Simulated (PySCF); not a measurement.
# C4H14O2Si3: the cost of one run

Computed with PySCF 2.14.0 and routines of our own; the level stands in each step. Atoms count from 0.

### Step 1. The system as given

23 atoms, charge 0, multiplicity 1; geometry from: GFN2-xTB.

### Step 2. Vibronic structure: TDDFT PBE0/def2-SV(P)

What the job is given:

```
{"job": {"kind": "vib", "xc": "PBE0", "basis": "def2-SV(P)", "tda": false}, "charge": 0, "multiplicity": 1}
C     -4.063045     0.012054     0.139777
C     -2.788296    -0.201080     0.942579
C     -1.553659     0.247027     0.193643
O     -1.578535     0.755767    -0.901955
O     -0.446362     0.029138     0.859963
Si     1.094532     0.463377     0.294253
Si     0.854620     1.274954    -1.849387
C      2.086485    -1.138272     0.536334
Si     3.954546    -0.883269     0.347748
H     -4.930402    -0.293393     0.719341
H     -4.167204     1.060516    -0.126054
H     -4.030532    -0.566358    -0.779848
H     -2.818003     0.358611     1.881065
H     -2.655381    -1.254562     1.200388
H      1.445112     1.390732     1.382586
H      0.135074     2.544024    -1.928502
H      2.212736     1.561761    -2.363070
H      0.292102     0.300211    -2.785829
H      1.877752    -1.550724     1.524191
H      1.760467    -1.892397    -0.182021
H      4.650332    -2.149779     0.602626
H      4.247425    -0.425280    -1.010263
H      4.415485     0.115620     1.312515
```

With the program's defaults for keys left out, this is: TDDFT PBE0/def2-SV(P) vertical-gradient vibronic structure (displaced harmonic oscillators, Condon), gas phase.

Started as:

```bash
$ OMP_NUM_THREADS=1 python excited_run.py task.json out
```

One launch serves the whole session: the jobs run in the order shown.

Q: Estimate the wall time and peak memory of this first job on 1 thread of Intel Xeon at 2.70GHz, shared host.

About 2.9 min, with a peak of 1.1 GiB.
